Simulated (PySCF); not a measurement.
**TcSe: from the state search to spectroscopic constants**

One table from this session's results is given with a row withheld; the runs are named, their logs left out.

Program: PySCF 2.14.0. Level of theory: Tc x2c-TZVPPall, Se x2c-TZVPPall, spin-free X2C with a Gaussian nucleus. These are calculated values, not measurements.

Set-up of the first run:

The job is set up so:

```json
{"atoms": "Tc, Se", "charge": "0", "basis": "Tc x2c-TZVPPall, Se x2c-TZVPPall", "Hamiltonian": "spin-free X2C with a Gaussian nucleus", "basis functions": "127", "electrons treated": "77", "masses in u": "98.9072, 79.9165", "levels": "PBE0, PBE, r²SCAN, M06-2X, PBEsol, revPBE, BP86, ωB97M-V, HF, MP2, SCS-MP2", "grid": "80 radial by 434 angular points", "occupations": "held fixed by the projection of orbital angular momentum", "dissociation limit": "Tc + Se, each in its ground configuration", "starting distance in angstrom": "2.355", "values of 2S to try": "1, 3, 5, 7, 9"}
```

Command:

```sh
OMP_NUM_THREADS=2 python dia.py task.json out
```

Among the steps run: Input; PBE0 along the bond; Other states along the same grid; PBE; r²SCAN (meta-GGA); M06-2X (hybrid meta-GGA); PBEsol (GGA); revPBE (GGA); BP86; ωB97M-V (range-separated hybrid); ROHF.

One of the session's tables, all rows but one given; the rest of the session is left out.

Energy (eV) from each level's lowest point:

```
R (Å)   ROHF  ROHF-MP2  ROHF-SCS-MP2    PBE  PBEsol
1.935  2.145     1.176         1.309  1.660   1.499
2.025  1.095     0.413         0.497  0.748   0.639
2.115  0.464     0.067         0.102  0.246   0.184
2.183  0.191     0.000         0.000  0.062   0.032
2.250  0.046     0.049         0.015  0.000   0.000
2.317  0.000     0.179         0.114  0.029   0.056
2.408  0.052     0.438         0.334  0.169   0.229
2.520  0.240     0.837         0.690  0.450   0.547
2.655      ?         ?             ?      ?       ?
2.835  1.051     2.065         1.814  1.469   1.647
```

Q: Estimate the row for R (Å) = 2.655 from the others.

Worked estimate for «ROHF». A straight line through the neighbours (2.520, 0.240) and (2.835, 1.051) gives 0.240 + (1.051 − 0.240) × (2.655 − 2.520) / (2.835 − 2.520) = 0.588; a parabola fitted to 3 rows on both sides gives 0.537.

**Answer.** ROHF: 0.566; ROHF-MP2: 1.363; ROHF-SCS-MP2: 1.170; PBE: 0.869; PBEsol: 1.004. In «ROHF» the line misses by +0.022 and the parabola by -0.029.
